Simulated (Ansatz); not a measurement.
The system is NiMoIrPdW.

```
Ni Mo Pd Ir W
1.0
     2.77046    0.00000    0.00000
    -1.38523    2.39928    0.00000
     0.00000    0.00000   21.88122
Ni Mo Pd Ir W
2 2 2 2 2
Direct
  0.33333 0.66667 0.04433
  0.66667 0.33333 0.95562
  0.66667 0.33333 0.34270
  0.66667 0.33333 0.76320
  0.33333 0.66667 0.44768
  0.33333 0.66667 0.65723
  0.33333 0.66667 0.23988
  0.33333 0.66667 0.86050
  0.66667 0.33333 0.13646
  0.66667 0.33333 0.55240
```

The cell was built by a generator and needn't be a form met in nature.

Base run:

```yaml
Program: Ansatz 0.2.0
Functional: PBE
Potentials_or_basis: Ansatz PAW
Cutoff: 420 eV
Density_cutoff: 1680 eV
k_mesh: 11 × 11 × 2
Occupations: fermi-dirac, width 0.05 eV
Spin: collinear spin, ferromagnetic start
Starting_moments: "[1.0, 1.0, 1.0, 1.0, 0.0, 0.0, 0.6, 0.6, 0.0, 0.0] μB"
```

Its results: band gap on the k mesh none (metal or under the smearing width); pressure -0.1 GPa; net moment 0.00 μB per cell; largest force 0.149 eV/Å.

The run is repeated on the same cell with these changes: functional from PBE to LDA. What comes out?

Band gap on the k mesh none (metal or under the smearing width); pressure -14.7 GPa; net moment 0.00 μB per cell; largest force 0.121 eV/Å.

LDA binds more tightly than PBE, so the same cell stands under less pressure.

Caveats: the PAW data sets come from PBE, with cores solved anew for the run's functional, which leaves a small shift of forces and pressure (some runs).

Not every run made on this cell is shown here.
